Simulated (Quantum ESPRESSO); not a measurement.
# MoN2 (P4/mbm) in Quantum ESPRESSO: a series of runs

Runs on MoN2. Level: PBEsol. Tasks: Wannier functions.

Everything below comes from runs of Quantum ESPRESSO 7.5. Logs are shortened: lines on timing, memory, paths and dates and some standing lists are left out, and cuts for length are marked.

**1. The structure**

The structure is tetragonal, space group P4/mbm (No. 127). The conventional cell has a = 4.348 Å, b = 4.348 Å, c = 2.767 Å, α = 90.00°, β = 90.00°, γ = 90.00°. Mo (site symmetry 4/m) is surrounded by 8 N at 2.24 Å. Around N (site symmetry m2m) lie 1 N at 1.37 Å.

Measurements of this composition are mostly on another form, of space group No. 160.

**2. Wannier functions, PBEsol**

Input file pw.in:

```
&CONTROL
  calculation = 'scf'
  prefix = 'pwscf'
  outdir = './tmp'
  pseudo_dir = './pseudo'
  tprnfor = .true.
  tstress = .true.
  disk_io = 'low'
/
&SYSTEM
  ibrav = 0
  celldm(1) = 8
  nat = 6
  ntyp = 2
  ecutwfc = 45
  ecutrho = 360
  nbnd = 33
  occupations = 'smearing'
  smearing = 'fd'
  degauss = 0.00367493
/
&ELECTRONS
  conv_thr = 1.2d-09
  electron_maxstep = 120
  mixing_beta = 0.5
/
ATOMIC_SPECIES
Mo    95.9500 mo_pbesol_v1.uspp.F.UPF
N     14.0070 n_pbesol_v1.2.uspp.F.UPF
CELL_PARAMETERS alat
  1.0270786681697   0.0000000000000   0.0000000000000
  0.0000000000000   1.0270786681697   0.0000000000000
  0.0000000000000   0.0000000000000   0.6537176826071
ATOMIC_POSITIONS crystal
Mo     0.0000000000    0.0000000000    0.0000000000
Mo     0.5000000000    0.5000000000    0.0000000000
N      0.6116470000    0.8883530000    0.5000000000
N      0.3883530000    0.1116470000    0.5000000000
N      0.1116470000    0.6116470000    0.5000000000
N      0.8883530000    0.3883530000    0.5000000000
K_POINTS automatic
5 5 8 0 0 0
```

Input file nscf.in:

```
&CONTROL
  calculation = 'nscf'
  prefix = 'pwscf'
  outdir = './tmp'
  pseudo_dir = './pseudo'
  disk_io = 'low'
/
&SYSTEM
  ibrav = 0
  celldm(1) = 8
  nat = 6
  ntyp = 2
  ecutwfc = 45
  ecutrho = 360
  nbnd = 58
  occupations = 'smearing'
  smearing = 'fd'
  degauss = 0.00367493
  nosym = .true.
  noinv = .true.
/
&ELECTRONS
  conv_thr = 1d-09
  electron_maxstep = 120
  mixing_beta = 0.5
  diago_full_acc = .true.
  startingwfc = 'random'
/
ATOMIC_SPECIES
Mo    95.9500 mo_pbesol_v1.uspp.F.UPF
N     14.0070 n_pbesol_v1.2.uspp.F.UPF
CELL_PARAMETERS alat
  1.0270786681697   0.0000000000000   0.0000000000000
  0.0000000000000   1.0270786681697   0.0000000000000
  0.0000000000000   0.0000000000000   0.6537176826071
ATOMIC_POSITIONS crystal
Mo     0.0000000000    0.0000000000    0.0000000000
Mo     0.5000000000    0.5000000000    0.0000000000
N      0.6116470000    0.8883530000    0.5000000000
N      0.3883530000    0.1116470000    0.5000000000
N      0.1116470000    0.6116470000    0.5000000000
N      0.8883530000    0.3883530000    0.5000000000
K_POINTS crystal
96
  0.00000000   0.00000000   0.00000000 1.04166667e-02
  0.00000000   0.00000000   0.16666667 1.04166667e-02
  0.00000000   0.00000000   0.33333333 1.04166667e-02
  0.00000000   0.00000000   0.50000000 1.04166667e-02
  0.00000000   0.00000000   0.66666667 1.04166667e-02
  0.00000000   0.00000000   0.83333333 1.04166667e-02
[... 88 lines left out ...]
  0.75000000   0.75000000   0.66666667 1.04166667e-02
  0.75000000   0.75000000   0.83333333 1.04166667e-02
```

Input file pw2wan.in:

```
&INPUTPP
  prefix = 'pwscf'
  outdir = './tmp'
  seedname = 'w'
  write_mmn = .true.
  write_amn = .true.
/
```

Input file bands.in:

```
&CONTROL
  calculation = 'bands'
  prefix = 'pwscf'
  outdir = './tmp'
  pseudo_dir = './pseudo'
  disk_io = 'low'
/
&SYSTEM
  ibrav = 0
  celldm(1) = 8
  nat = 6
  ntyp = 2
  ecutwfc = 45
  ecutrho = 360
  nbnd = 58
  occupations = 'smearing'
  smearing = 'fd'
  degauss = 0.00367493
/
&ELECTRONS
  conv_thr = 1d-08
  electron_maxstep = 120
  mixing_beta = 0.5
  diago_full_acc = .true.
  startingwfc = 'random'
/
ATOMIC_SPECIES
Mo    95.9500 mo_pbesol_v1.uspp.F.UPF
N     14.0070 n_pbesol_v1.2.uspp.F.UPF
CELL_PARAMETERS alat
  1.0270786681697   0.0000000000000   0.0000000000000
  0.0000000000000   1.0270786681697   0.0000000000000
  0.0000000000000   0.0000000000000   0.6537176826071
ATOMIC_POSITIONS crystal
Mo     0.0000000000    0.0000000000    0.0000000000
Mo     0.5000000000    0.5000000000    0.0000000000
N      0.6116470000    0.8883530000    0.5000000000
N      0.3883530000    0.1116470000    0.5000000000
N      0.1116470000    0.6116470000    0.5000000000
N      0.8883530000    0.3883530000    0.5000000000
K_POINTS crystal
107
  0.00000000   0.00000000   0.00000000 1
  0.00000000   0.05555600   0.00000000 1
  0.00000000   0.11111100   0.00000000 1
  0.00000000   0.16666700   0.00000000 1
  0.00000000   0.22222200   0.00000000 1
  0.00000000   0.27777800   0.00000000 1
[... 99 lines left out ...]
  0.50000000   0.50000000   0.46428600 1
  0.50000000   0.50000000   0.50000000 1
```

Input file w.win:

```
num_wann = 34
num_bands = 50
guiding_centres = true
dis_froz_max = 19.92
dis_num_iter = 600
dis_mix_ratio = 0.5
dis_conv_tol = 1.0d-9
num_iter = 1200
search_shells = 100
kmesh_tol = 1.0d-4
conv_tol = 1.0d-8
conv_window = 4
num_print_cycles = 200
fermi_energy = 18.9182
bands_plot = true
write_hr = true
mp_grid = 4 4 6
exclude_bands = 1-8
begin projections
Mo: s;p;d
N: s;p
end projections
begin unit_cell_cart
ang
  4.3480530000   0.0000000000   0.0000000000
  0.0000000000   4.3480530000   0.0000000000
  0.0000000000   0.0000000000   2.7674600000
end unit_cell_cart
begin atoms_frac
Mo   0.0000000000   0.0000000000   0.0000000000
Mo   0.5000000000   0.5000000000   0.0000000000
N    0.6116470000   0.8883530000   0.5000000000
N    0.3883530000   0.1116470000   0.5000000000
N    0.1116470000   0.6116470000   0.5000000000
N    0.8883530000   0.3883530000   0.5000000000
end atoms_frac
begin kpoint_path
G   0.0000000000   0.0000000000   0.0000000000  X   0.0000000000   0.5000000000   0.0000000000
X   0.0000000000   0.5000000000   0.0000000000  M   0.5000000000   0.5000000000   0.0000000000
M   0.5000000000   0.5000000000   0.0000000000  G   0.0000000000   0.0000000000   0.0000000000
G   0.0000000000   0.0000000000   0.0000000000  Z   0.0000000000   0.0000000000   0.5000000000
Z   0.0000000000   0.0000000000   0.5000000000  R   0.0000000000   0.5000000000   0.5000000000
R   0.0000000000   0.5000000000   0.5000000000  A   0.5000000000   0.5000000000   0.5000000000
A   0.5000000000   0.5000000000   0.5000000000  Z   0.0000000000   0.0000000000   0.5000000000
X   0.0000000000   0.5000000000   0.0000000000  R   0.0000000000   0.5000000000   0.5000000000
M   0.5000000000   0.5000000000   0.0000000000  A   0.5000000000   0.5000000000   0.5000000000
end kpoint_path
bands_num_points = 9
begin kpoints
  0.00000000   0.00000000   0.00000000
  0.00000000   0.00000000   0.16666667
  0.00000000   0.00000000   0.33333333
  0.00000000   0.00000000   0.50000000
  0.00000000   0.00000000   0.66666667
  0.00000000   0.00000000   0.83333333
[... 88 lines left out ...]
  0.75000000   0.75000000   0.66666667
  0.75000000   0.75000000   0.83333333
end kpoints
```

Potentials or basis: GBRV 1.5 PBEsol.

Launch:

```
> OMP_NUM_THREADS=1 pw.x -in pw.in > pw.out
> OMP_NUM_THREADS=1 pw.x -in nscf.in > nscf.out
> wannier90.x -pp w
> OMP_NUM_THREADS=1 pw2wannier90.x -in pw2wan.in > pw2wan.out
> wannier90.x w
> OMP_NUM_THREADS=1 pw.x -in bands.in > bands.out
```

pw.out:

```text
This program is part of the open-source Quantum ESPRESSO suite
     for quantum simulation of materials; please cite
[... 9 lines left out ...]
     --------------------
     sticks:   dense  smooth     PW     G-vecs:    dense   smooth      PW
     Sum        1933     973    293                40723    14419    2481

     Using Slab Decomposition

     bravais-lattice index     =            0
     lattice parameter (alat)  =       8.0000  a.u.
     unit-cell volume          =     353.0755 (a.u.)^3
     number of atoms/cell      =            6
     number of atomic types    =            2
     number of electrons       =        48.00
     number of Kohn-Sham states=           33
     kinetic-energy cutoff     =      45.0000  Ry
     charge density cutoff     =     360.0000  Ry
     scf convergence threshold =      1.2E-09
     mixing beta               =       0.5000
     number of iterations used =            8  plain     mixing
     Exchange-correlation= SLA  PW   PSX  PSC
                           (   1   4  10   8   0   0   0)

     celldm(1)=   8.000000  celldm(2)=   0.000000  celldm(3)=   0.000000
     celldm(4)=   0.000000  celldm(5)=   0.000000  celldm(6)=   0.000000

     crystal axes: (cart. coord. in units of alat)
               a(1) = (   1.027079   0.000000   0.000000 )
               a(2) = (   0.000000   1.027079   0.000000 )
               a(3) = (   0.000000   0.000000   0.653718 )

     reciprocal axes: (cart. coord. in units 2 pi/alat)
               b(1) = (  0.973635  0.000000  0.000000 )
               b(2) = (  0.000000  0.973635  0.000000 )
               b(3) = (  0.000000  0.000000  1.529712 )

     PseudoPot. # 1 for Mo read from file:
     mo_pbesol_v1.uspp.F.UPF
     Pseudo is Ultrasoft + core correction, Zval = 14.0
     Generated by new atomic code, or converted to UPF format
     Using radial grid of  889 points,  6 beta functions with:
                l(1) =   0
                l(2) =   0
                l(3) =   1
                l(4) =   1
                l(5) =   2
                l(6) =   2
     Q(r) pseudized with  6 coefficients,  rinner =    1.000   1.000   1.000
                                                       1.000   1.000

     PseudoPot. # 2 for N  read from file:
     n_pbesol_v1.2.uspp.F.UPF
     Pseudo is Ultrasoft + core correction, Zval =  5.0
     Generated by new atomic code, or converted to UPF format
     Using radial grid of  729 points,  4 beta functions with:
                l(1) =   0
                l(2) =   0
                l(3) =   1
                l(4) =   1
     Q(r) pseudized with  8 coefficients,  rinner =    0.900   0.900   0.900

     atomic species   valence    mass     pseudopotential
     Mo               14.00    95.95000     Mo( 1.00)
     N                 5.00    14.00700     N ( 1.00)

     16 Sym. Ops., with inversion, found ( 8 have fractional translation)

   Cartesian axes

     site n.     atom                  positions (alat units)
         1        Mo     tau(   1) = (   0.0000000   0.0000000   0.0000000  )
         2        Mo     tau(   2) = (   0.5135393   0.5135393   0.0000000  )
         3        N      tau(   3) = (   0.6282096   0.9124084   0.3268588  )
         4        N      tau(   4) = (   0.3988691   0.1146703   0.3268588  )
         5        N      tau(   5) = (   0.1146703   0.6282096   0.3268588  )
         6        N      tau(   6) = (   0.9124084   0.3988691   0.3268588  )

     number of k points=    30  Fermi-Dirac smearing, width (Ry)=  0.0037
                       cart. coord. in units 2pi/alat
        k(    1) = (   0.0000000   0.0000000   0.0000000), wk =   0.0100000
        k(    2) = (   0.0000000   0.0000000   0.1912140), wk =   0.0200000
        k(    3) = (   0.0000000   0.0000000   0.3824281), wk =   0.0200000
        k(    4) = (   0.0000000   0.0000000   0.5736421), wk =   0.0200000
        k(    5) = (   0.0000000   0.0000000  -0.7648562), wk =   0.0100000
        k(    6) = (   0.0000000   0.1947271   0.0000000), wk =   0.0400000
[... 22 lines left out ...]
        k(   29) = (   0.3894541   0.3894541   0.5736421), wk =   0.0800000
        k(   30) = (   0.3894541   0.3894541  -0.7648562), wk =   0.0400000

     Dense  grid:    40723 G-vectors     FFT dimensions: (  50,  50,  32)

     Smooth grid:    14419 G-vectors     FFT dimensions: (  36,  36,  24)

     Initial potential from superposition of free atoms

     starting charge      47.9980, renormalised to      48.0000
     Starting wfcs are   42 randomized atomic wfcs

     Self-consistent Calculation

     iteration #  1     ecut=    45.00 Ry     beta= 0.50
     Davidson diagonalization with overlap
     ethr =  1.00E-02,  avg # of iterations =  2.3

     negative rho (up, down):  1.018E-04 0.000E+00

     total energy              =    -358.66569755 Ry
     estimated scf accuracy    <       1.01241753 Ry

     iteration #  2     ecut=    45.00 Ry     beta= 0.50
     Davidson diagonalization with overlap
     ethr =  2.11E-03,  avg # of iterations =  2.3

     total energy              =    -358.74642189 Ry
     estimated scf accuracy    <       2.16812062 Ry
[... 40 lines left out ...]
     total energy              =    -359.10323865 Ry
     estimated scf accuracy    <          5.2E-09 Ry

     iteration #  9     ecut=    45.00 Ry     beta= 0.50
     Davidson diagonalization with overlap
     ethr =  1.08E-11,  avg # of iterations =  2.1

     End of self-consistent calculation

          k = 0.0000 0.0000 0.0000 (  1835 PWs)   bands (ev):

   -43.0884 -43.0291 -17.3002 -17.3002 -16.9651 -16.9651 -16.9017 -16.8347
    -2.4965  -1.1726   6.7687   6.7687  10.3898  10.5961  12.0138  12.8045
    12.8045  14.0603  14.9446  14.9452  15.8691  15.8691  16.6104  17.0495
    19.4528  19.4528  19.9080  20.5965  20.9954  24.4341  24.6655  24.6655
    26.2032

          k = 0.0000 0.0000 0.1912 (  1823 PWs)   bands (ev):
[... 225 lines left out ...]
   -42.9581 -42.9528 -17.7929 -17.7780 -17.1861 -17.1590 -16.8506 -16.8220
    -1.2115  -1.1410   6.8942   7.0708  10.3986  10.8471  11.0569  11.0678
    12.7063  13.4517  13.6281  14.0004  14.0450  14.7611  17.6043  17.7095
    21.0170  21.2897  21.9505  22.1386  22.8549  22.9076  25.0254  25.1816
    27.8041

     the Fermi energy is    18.9182 ev

!    total energy              =    -359.10323865 Ry
     estimated scf accuracy    <          2.1E-10 Ry
     smearing contrib. (-TS)   =      -0.00156147 Ry
     internal energy E=F+TS    =    -359.10167718 Ry

     The total energy is F=E-TS. E is the sum of the following terms:
     one-electron contribution =     -19.29707503 Ry
     hartree contribution      =      43.37079752 Ry
     xc contribution           =     -59.74310520 Ry
     ewald contribution        =    -323.43229447 Ry

     convergence has been achieved in   9 iterations

     Forces acting on atoms (cartesian axes, Ry/au):

     atom    1 type  1   force =     0.00000000    0.00000000    0.00000000
     atom    2 type  1   force =     0.00000000    0.00000000    0.00000000
     atom    3 type  2   force =     0.00253619   -0.00253619    0.00000000
     atom    4 type  2   force =    -0.00253619    0.00253619    0.00000000
     atom    5 type  2   force =     0.00253619    0.00253619   -0.00000000
     atom    6 type  2   force =    -0.00253619   -0.00253619    0.00000000

     Total force =     0.007173     Total SCF correction =     0.000007

     Computing stress (Cartesian axis) and pressure

          total   stress  (Ry/bohr**3)                   (kbar)     P=     -145.12
  -0.00090559   0.00000000   0.00000000         -133.22        0.00        0.00
   0.00000000  -0.00090559   0.00000000            0.00     -133.22        0.00
   0.00000000   0.00000000  -0.00114824            0.00        0.00     -168.91

=------------------------------------------------------------------------------=
   JOB DONE.
=------------------------------------------------------------------------------=
```

It took 6 min on 1 thread of Intel Xeon 6975P-C (Granite Rapids), shared host; peak memory 0.22 GiB.

Results:

| Item | Value |
| --- | --- |
| Free energy | -4885.8485 eV |
| Pressure | -14.5 GPa |
| Largest force | 0.092 eV/Å |
| Band gap on the k mesh | none (metal or under the smearing width) |
| Total Wannier spread | 25.27 Å² over 34 functions |
| RMS miss of the Wannier bands | 0.004 eV |

Forces on the atoms (eV/Å):
```
Mo   0.000  0.000  0.000
Mo   0.000  0.000  0.000
N    0.065 -0.065  0.000
N   -0.065  0.065  0.000
N    0.065  0.065  0.000
N   -0.065 -0.065  0.000
```

Levels at the corners of the path, in eV from the Fermi level:
```
point  band 21  band 22  band 23  band 24  band 25  band 26  band 27  band 28
    Γ    -3.05    -3.05    -2.31    -1.87     0.53     0.53     0.99     1.68
    X    -2.04    -2.04    -1.21    -1.21    -0.46    -0.46     2.09     2.09
    M    -0.87    -0.87     0.48     0.48     0.48     0.48     0.93     0.93
    Γ    -3.05    -3.05    -2.31    -1.87     0.53     0.53     0.99     1.68
    Z    -2.08    -2.08     0.67     1.05     2.04     2.14     2.30     2.30
    R    -2.55    -2.55    -1.10    -1.10     2.42     2.42     2.93     2.93
    A    -5.16    -5.16    -1.39    -1.39     2.37     2.37     3.27     3.27
    Z    -2.08    -2.08     0.67     1.05     2.04     2.14     2.30     2.30
    X    -2.04    -2.04    -1.21    -1.21    -0.46    -0.46     2.09     2.09
    R    -2.55    -2.55    -1.10    -1.10     2.42     2.42     2.93     2.93
    M    -0.87    -0.87     0.48     0.48     0.48     0.48     0.93     0.93
    A    -5.16    -5.16    -1.39    -1.39     2.37     2.37     3.27     3.27
```

Wannier functions:
```
function  nearest atom  distance (Å)  spread (Å²)  on-site energy from the reference level (eV)
       1           4 N          1.45         1.16                                         11.25
       2          1 Mo          1.41         1.09                                          9.01
       3          1 Mo          1.47         1.11                                          8.03
       4          2 Mo          1.58         1.19                                         10.21
       5          1 Mo          0.01         0.88                                          3.08
       6          1 Mo          0.02         0.84                                          0.68
       7          1 Mo          0.03         0.85                                          0.64
       8          1 Mo          0.06         0.89                                          2.12
       9          1 Mo          0.07         0.87                                          2.22
      10           6 N          1.45         1.16                                         11.24
      11          2 Mo          1.41         1.09                                          9.00
      12          2 Mo          1.48         1.11                                          8.04
      13           3 N          1.59         1.19                                         10.21
      14          2 Mo          0.01         0.88                                          3.11
      15          2 Mo          0.03         0.85                                          0.69
      16          2 Mo          0.02         0.85                                          0.61
      17          2 Mo          0.06         0.89                                          2.14
      18          2 Mo          0.07         0.87                                          2.21
      19           3 N          0.34         0.48                                         -3.93
      20           3 N          0.34         0.48                                         -3.94
      21           3 N          0.35         0.49                                         -4.44
      22           3 N          0.33         0.47                                         -2.54
      23           4 N          0.34         0.46                                         -3.83
      24           4 N          0.32         0.47                                         -2.89
      25           4 N          0.33         0.46                                         -3.53
      26           4 N          0.35         0.45                                         -2.86
```

Parts of the spread (Å²): invariant 22.83, diagonal 0.021, off-diagonal 2.42, total 25.27. Against the direct bands the interpolation misses by 4 meV (root mean square) and 82 meV at most, for states up to 1 eV over the reference level.

Caveat: the Wannier minimisation didn't converge.

[end of part 1 of 3]
